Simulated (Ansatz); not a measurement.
**BCCD(T)/def2-SVP run of CH5AsSi (SMILES C1[SiH2][AsH]1)**

What is the vertical ionisation energy of CH5AsSi at BCCD(T)/def2-SVP? 

The results are computed with Ansatz 0.2.0.

78 further runs of the same task are left out: 78 set aside as unsound or not needed.

### Step 1. The structure to begin with

CH5AsSi: 8 atoms, total charge 0, spin state singlet. SMILES: `C1[SiH2][AsH]1`. The coordinates come from a PBE0-D4/def2-TZVP relaxation.

Bond lengths: C1–Si2 1.843 Å, C1–As3 2.046 Å, Si2–As3 2.317 Å, C1–H4 1.084 Å, C1–H5 1.086 Å, Si2–H6 1.480 Å, Si2–H7 1.479 Å, As3–H8 1.526 Å. Some angles: C1–Si2–As3 57.6°, Si2–C1–As3 72.9°, C1–As3–Si2 49.5°, C1–Si2–H6 117.5°, C1–Si2–H7 118.2°, As3–Si2–H6 118.8°, As3–Si2–H7 119.8°, Si2–C1–H4 121.0°, Si2–C1–H5 118.1°, As3–C1–H4 114.8°.

### Step 2. The energy at BCCD(T)/def2-SVP

Input file job.yaml:

```yaml
crystal:
  periodic: [false, false, false]
  atoms:
    - {symbol: C, position_ang: [-0.770300, 0.017900, -0.576000]}
    - {symbol: Si, position_ang: [0.707800, 0.663100, 0.315700]}
    - {symbol: As, position_ang: [-0.538100, -1.122700, 1.107200]}
    - {symbol: H, position_ang: [-0.667200, -0.524000, -1.509300]}
    - {symbol: H, position_ang: [-1.690700, 0.591800, -0.522300]}
    - {symbol: H, position_ang: [0.581300, 1.973900, 0.990500]}
    - {symbol: H, position_ang: [2.040800, 0.422300, -0.277100]}
    - {symbol: H, position_ang: [0.428400, -2.079400, 0.415600]}
basis:
  gaussian: {orbitals: def2-SVP}
scf: {omitted_lower_state_checks: [cluster_reference, increment]}
accuracy: high
correlation: {method: bccd_t, frozen_orbitals: {As: 9, C: 1, H: 0, Si: 5}}
```

The run is started by

```console
ansatz run job.yaml --threads 1 --pin off --max-ram 3480MiB --events-out events.jsonl --progress --plain --runs-dir runs
```

What it wrote, shortened:

```text
Warning: RAYON_NUM_THREADS=1 ignored (pool sized by the plan → 1); use --threads N
Functional definition: HF
  name "HF"
[...]
1915 factors; integrals over basis functions are off by at most 4.8e-9 eV
[...]
mean field -69755.80710931 eV, -2563.4786290828 hartree, gradient 2.9e-8 eV, S^2 0.000000; 0 other end points of the search recorded, 0 dependent functions left out
15 core orbitals not correlated: weight in the atoms' cores, before any rotation towards them, 1.000 or more for the frozen orbitals, at most 0.000 for the correlated occupied ones
reference -69755.80710931 eV, -2563.4786290828 hartree; 14, 14 occupied and 60, 60 virtual orbitals, 1915 factors
second order -12.95808086 eV of doubles, -0.00000000 eV of singles
cycle   1  -13.38272996 eV  change   -4.2e-1 eV  update   8.9e-2
[...]
cycle  21  -13.86349319 eV  change   3.7e-10 eV  update   1.2e-9
perturbative correction -0.49677462 eV, -0.0182561307 hartree
Total energy: -69770.16737713 eV, -2564.0063591914 hartree
Checks for a lower state left out: cluster_reference, increment
```

Wall time 26 s (1 thread of Arm Neoverse V1, shared host); peak memory 0.62 GiB.

### Step 3. The doublet cation, same level

job.yaml: that of step 2 with these lines changed.

```diff
@@ -12,5 +12,13 @@
 basis:
-  gaussian: {orbitals: def2-SVP}
-scf: {omitted_lower_state_checks: [cluster_reference, increment]}
+  gaussian:
+    orbitals: def2-SVP
 accuracy: high
-correlation: {method: bccd_t, frozen_orbitals: {As: 9, C: 1, H: 0, Si: 5}}
+correlation:
+  method: bccd_t
+  frozen_orbitals: {As: 9, C: 1, H: 0, Si: 5}
+scf:
+  omitted_lower_state_checks: [cluster_reference, increment]
+magnetization:
+  spin_polarized: true
+  initial_magnetization: 1
+total_charge: 1
```

The run is started by

```console
ansatz run job.yaml --threads 1 --pin off --max-ram 3480MiB --events-out events.jsonl --progress --plain --runs-dir runs
```

What it wrote, shortened:

```text
Warning: RAYON_NUM_THREADS=1 ignored (pool sized by the plan → 1); use --threads N
Functional definition: HF
  name "HF"
[...]
1915 factors; integrals over basis functions are off by at most 4.3e-9 eV
[...]
mean field -69747.68576352 eV, -2563.1801751299 hartree, gradient 2.3e-8 eV, S^2 0.775978; 4 other end points of the search recorded, 0 dependent functions left out
15 core orbitals not correlated: weight in the atoms' cores, before any rotation towards them, 1.000 or more for the frozen orbitals, at most 0.000 for the correlated occupied ones
reference -69747.68576352 eV, -2563.1801751299 hartree; 14, 13 occupied and 60, 61 virtual orbitals, 1915 factors
second order -12.17008791 eV of doubles, -0.00000000 eV of singles
cycle   1  -12.66526929 eV  change   -5.0e-1 eV  update   9.2e-2
[...]
cycle  34  -13.16572618 eV  change  -7.4e-10 eV  update   2.5e-9
perturbative correction -0.47877489 eV, -0.0175946526 hartree
Total energy: -69761.33026458 eV, -2563.6816012955 hartree
Checks for a lower state left out: cluster_reference, increment
```

Run time: 1.9 min. Hardware: 1 thread of Arm Neoverse V1, shared host; peak memory 1.2 GiB.

### Step 4. What came out

Level: BCCD(T)/def2-SVP, 15 core orbitals frozen.

| quantity | value |
| --- | --- |
| singlet CH5AsSi: total energy | -2564.00636 Eh |
| singlet CH5AsSi: correlation energy (15 core orbitals frozen) | -527.7 mEh |
| singlet CH5AsSi: (T) correction | -18.26 mEh |
| doublet cation: total energy | -2563.68160 Eh |
| doublet cation: correlation energy (15 core orbitals frozen) | -501.4 mEh |
| doublet cation: (T) correction | -17.59 mEh |
| doublet cation: ⟨S²⟩ of the reference determinant | 0.776 |
| vertical ionisation energy (to the doublet cation) | 8.837 eV |

In words: The vertical ionisation energy comes to 8.84 eV (204 kcal/mol). The triples (singlet CH5AsSi) make up 3.5 % of the correlation energy. The triples (doublet cation) make up 3.5 % of the correlation energy.
